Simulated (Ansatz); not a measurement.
# CH₆ClNSSi: up Jacob's ladder to CCSD(T)

The task here is to estimate one member of a computed series from the others.

Method: functionals in def2-TZVPP, the program's frozen cores in correlated methods; program: Ansatz 0.2.0, Gaussian basis.

The runs, in order: PBE-D4, r2SCAN-D4, PBE0-D4, B3LYP-D4, ωB97X-V, ωB97M-V, B2PLYP; CCSD(T)/def2-TZVPP; MP2/def2-QZVPP; extrapolation to the limit.

### Structure used throughout

All runs share one geometry, relaxed beforehand with PBE0-D4 in a triple-zeta def2 set.

SMILES `C[Si](N)(S)Cl`, 11 atoms, charge 0, spin multiplicity 1.

Atoms are counted from 1 here; the program's logs count them from 0.

Bond lengths: C1–Si2 1.852 Å, C1–H6 1.093 Å, C1–H7 1.091 Å, C1–H8 1.092 Å, Si2–N3 1.702 Å, Si2–S4 2.130 Å, Si2–Cl5 2.073 Å, N3–H9 1.008 Å, N3–H10 1.008 Å, S4–H11 1.345 Å. Angles: Si2–C1–H6 110.6°, Si2–C1–H7 110.2°, Si2–C1–H8 110.5°, H6–C1–H7 108.2°, H6–C1–H8 108.6°, H7–C1–H8 108.7°, C1–Si2–N3 109.1°, C1–Si2–S4 115.2°, C1–Si2–Cl5 107.3°, N3–Si2–S4 108.4°, N3–Si2–Cl5 114.6°, S4–Si2–Cl5 102.3°, Si2–N3–H9 120.0°, Si2–N3–H10 119.7°, H9–N3–H10 111.5°, Si2–S4–H11 93.2°.

Geometry (Å):

```
C    -1.0899    0.9543   -0.3724
Si    0.3832    0.1079    0.3647
N     1.0550   -0.9458   -0.7907
S    -0.0028   -1.0012    2.1413
Cl    1.6707    1.5868    1.0373
H    -0.8021    1.5206   -1.2624
H    -1.5237    1.6499    0.3475
H    -1.8498    0.2226   -0.6554
H     1.1342   -0.6552   -1.7529
H     1.8088   -1.5607   -0.5278
H    -0.7180   -1.9365    1.4913
```

Set-up of the first run:

in.yaml

```yaml
crystal:
  periodic: [false, false, false]
  atoms:
    - {symbol: C, position_ang: [-1.089872, 0.954348, -0.372433]}
    - {symbol: Si, position_ang: [0.383151, 0.107872, 0.364700]}
    - {symbol: N, position_ang: [1.055008, -0.945762, -0.790713]}
    - {symbol: S, position_ang: [-0.002812, -1.001157, 2.141317]}
    - {symbol: Cl, position_ang: [1.670673, 1.586837, 1.037281]}
    - {symbol: H, position_ang: [-0.802058, 1.520628, -1.262370]}
    - {symbol: H, position_ang: [-1.523691, 1.649906, 0.347493]}
    - {symbol: H, position_ang: [-1.849831, 0.222648, -0.655402]}
    - {symbol: H, position_ang: [1.134176, -0.655160, -1.752857]}
    - {symbol: H, position_ang: [1.808783, -1.560699, -0.527759]}
    - {symbol: H, position_ang: [-0.718026, -1.936460, 1.491343]}
basis:
  gaussian: {orbitals: def2-TZVPP}
hamiltonian: {xc: pbe, dispersion: d4}
output: {forces: true, orbitals: {seedname: orbitals}}
```

Started as:

```bash
$ ansatz run in.yaml --threads 4 --pin off --events-out ev --progress --plain --max-ram 10444MiB
```

Steps of the session up to this table: PBE-D4 (GGA); r2SCAN-D4 (meta-GGA); PBE0-D4 (hybrid); B3LYP-D4 (hybrid); ωB97X-V (range-separated); ωB97M-V (range-separated); B2PLYP (double hybrid); CCSD(T) in def2-TZVPP; MP2 in def2-QZVPP.

One of the session's tables, all rows but one given; the rest of the session is left out.

| method | atomisation energy (kcal/mol) |
| --- | --- |
| PBE-D4 | 943.0 |
| r2SCAN-D4 | 932.0 |
| PBE0-D4 | 930.8 |
| B3LYP-D4 | ? |
| ωB97X-V | 936.2 |
| ωB97M-V | 937.3 |
| B2PLYP | 916.4 |
| HF/def2-TZVPP | 672.9 |
| MP2/def2-TZVPP | 916.0 |
| CCSD/def2-TZVPP | 888.6 |
| CCSD(T)/def2-TZVPP | 902.5 |
| MP2/CBS | 945.3 |
| CCSD(T)/CBS | 931.8 |

**Question.** Estimate the row for B3LYP-D4.

As computed: atomisation energy (kcal/mol): 928.3. In the column «atomisation energy (kcal/mol)» it lies between B2PLYP (916.4) and PBE0-D4 (930.8).
